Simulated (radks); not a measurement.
# Ionising fluorine step by step, F to F⁶⁺

The task here is to estimate one member of a computed series from the others.

The numbers are computed with radks (a radial shooting solver on a logarithmic mesh, Libxc functionals) version 1 (scalar-relativistic Kohn-Sham, r2SCAN, spin-polarised, spherical densities, finite nucleus; open shells are filled with parallel spins first), except any that are marked as measured or tabulated.

## The atom as given

```
element             : fluorine (Z = 9)
charges             : 0 to 6
first configuration : [He] 2s2 2p5
last configuration  : [He] 2s1
```

The outer shells:

F
```
[He] core
2s [↑↓]
2p [↑↓][↑↓][↑ ]
```

F⁶⁺
```
[He] core
2s [↑ ]
```

The first run:

The run's settings:

```text
Z 9
configuration [He] 2s2 2p5
relativity scalar-relativistic
functional r2scan,r2scan
spin polarised
nucleus finite rms 2.8976 fm
c 137.035999084
```

Steps of the session up to this table: F, [He] 2s2 2p5; F⁺, [He] 2s2 2p4; F²⁺, [He] 2s2 2p3; F³⁺, [He] 2s2 2p2; F⁴⁺, [He] 2s2 2p1; F⁵⁺, [He] 2s2; F⁶⁺, [He] 2s1.

One table of the session follows, with a row left open; its other results are not shown here.

| species | Δ-SCF (eV) | −ε(HOMO) (eV) |
| --- | --- | --- |
| F | 17.751 | 10.357 |
| F⁺ | ? | ? |
| F²⁺ | 64.192 | 52.809 |
| F³⁺ | 88.331 | 75.947 |
| F⁴⁺ | 113.94 | 100.97 |
| F⁵⁺ | 154.84 | 144.75 |

Q: Estimate the row for F⁺ from the others.

**Answer.** Δ-SCF (eV): 34.052; −ε(HOMO) (eV): 25.582. In the column «Δ-SCF (eV)» it lies between F (17.751) and F²⁺ (64.192).

Minus the highest eigenvalue gives 58 to 93 % of the Δ-SCF value along the ladder. Open shells are spherical and high-spin; term and fine-structure splittings are not resolved.
